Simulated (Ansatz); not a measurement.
**C₅H₁₃GaO: basis-set convergence**

Aim: see how fast density functionals converge with the basis set for C₅H₁₃GaO.

Computed with Ansatz 0.2.0, Gaussian basis. Level: one geometry, several basis sets.

The runs, in order: PBE0-D4/def2-SVP; ωB97M-V/def2-SVP; PBE0-D4/def2-QZVPP; ωB97M-V/def2-QZVPP; the functionals' def2-TZVPP values are taken from earlier runs.

### 1 Structure used throughout

The geometry comes from an earlier relaxation with PBE0-D4 in a triple-zeta def2 set; it is a stationary point, not always the lowest conformer.

SMILES `CCO[C](C)(C)[GaH2]`, 20 atoms, charge 0, spin multiplicity 1.

Atoms are counted from 1 here; the program's logs count them from 0.

Bond lengths: C1–C2 1.507 Å, C1–H8 1.092 Å, C1–H9 1.091 Å, C1–H10 1.092 Å, C2–O3 1.400 Å, C2–H11 1.108 Å, C2–H12 1.099 Å, O3–C4 1.423 Å, C4–C5 1.520 Å, C4–C6 1.521 Å, C4–Ga7 2.019 Å, C5–H13 1.097 Å, C5–H14 1.092 Å, C5–H15 1.092 Å, C6–H16 1.093 Å, C6–H17 1.093 Å, C6–H18 1.097 Å, Ga7–H19 1.575 Å and more. Angles: C2–C1–H8 110.3°, C2–C1–H9 110.6°, C2–C1–H10 110.5°, H8–C1–H9 108.3°, H8–C1–H10 108.4°, H9–C1–H10 108.7°, C1–C2–O3 108.9°, C1–C2–H11 109.9°, C1–C2–H12 110.4°, O3–C2–H11 109.8°, O3–C2–H12 111.2°, H11–C2–H12 106.7°, C2–O3–C4 115.3°, O3–C4–C5 111.7°, O3–C4–C6 105.1°, O3–C4–Ga7 110.8°, C5–C4–C6 110.0°, C5–C4–Ga7 113.3° and more.

### 2 PBE0-D4 in def2-SVP

The input, in.yaml:

```yaml
crystal:
  periodic: [false, false, false]
  atoms:
    - {symbol: C, position_ang: [1.010071, -1.970482, -1.798171]}
    - {symbol: C, position_ang: [0.870434, -0.635261, -1.112475]}
    - {symbol: O, position_ang: [-0.342636, -0.609375, -0.414847]}
    - {symbol: C, position_ang: [-0.493696, 0.468946, 0.501294]}
    - {symbol: C, position_ang: [-0.529283, 1.810957, -0.212208]}
    - {symbol: C, position_ang: [-1.822848, 0.214437, 1.195371]}
    - {symbol: Ga, position_ang: [0.903500, 0.375293, 1.956058]}
    - {symbol: H, position_ang: [0.180773, -2.128970, -2.490258]}
    - {symbol: H, position_ang: [1.005470, -2.779753, -1.065985]}
    - {symbol: H, position_ang: [1.943865, -2.014116, -2.362851]}
    - {symbol: H, position_ang: [1.712113, -0.482861, -0.408490]}
    - {symbol: H, position_ang: [0.923432, 0.179412, -1.847824]}
    - {symbol: H, position_ang: [-1.322910, 1.813131, -0.969767]}
    - {symbol: H, position_ang: [0.412576, 2.053424, -0.709773]}
    - {symbol: H, position_ang: [-0.734866, 2.613736, 0.499708]}
    - {symbol: H, position_ang: [-2.030328, 0.978078, 1.950051]}
    - {symbol: H, position_ang: [-1.843403, -0.768645, 1.673079]}
    - {symbol: H, position_ang: [-2.637169, 0.239605, 0.461391]}
    - {symbol: H, position_ang: [1.572584, -1.003581, 2.319499]}
    - {symbol: H, position_ang: [1.222331, 1.646024, 2.836207]}
basis:
  gaussian: {orbitals: def2-SVP}
hamiltonian: {xc: pbe0, dispersion: d4}
output: {orbitals: {seedname: orbitals}}
```

Run with:

```console
ansatz run in.yaml --threads 2 --pin off --events-out ev --progress --plain --max-ram 32768MiB --backend cpu
```

The runs that follow: ωB97M-V in def2-SVP; PBE0-D4 in def2-QZVPP; ωB97M-V in def2-QZVPP.

Q: Predict the results of all the runs planned. Wanted: PBE0-D4: double and triple zeta above quadruple; ωB97M-V: double and triple zeta above quadruple.

The runs gave:

```
                                       quantity           value
PBE0-D4: double and triple zeta above quadruple  16.54, 1.61 eV
ωB97M-V: double and triple zeta above quadruple  16.93, 1.57 eV
```

**Reading.** For PBE0-D4 the step from double to triple zeta gains 14.94 eV and the next only 1.61 eV. These are total energies; as a rule much of such shifts cancels in differences, which this series doesn't test.
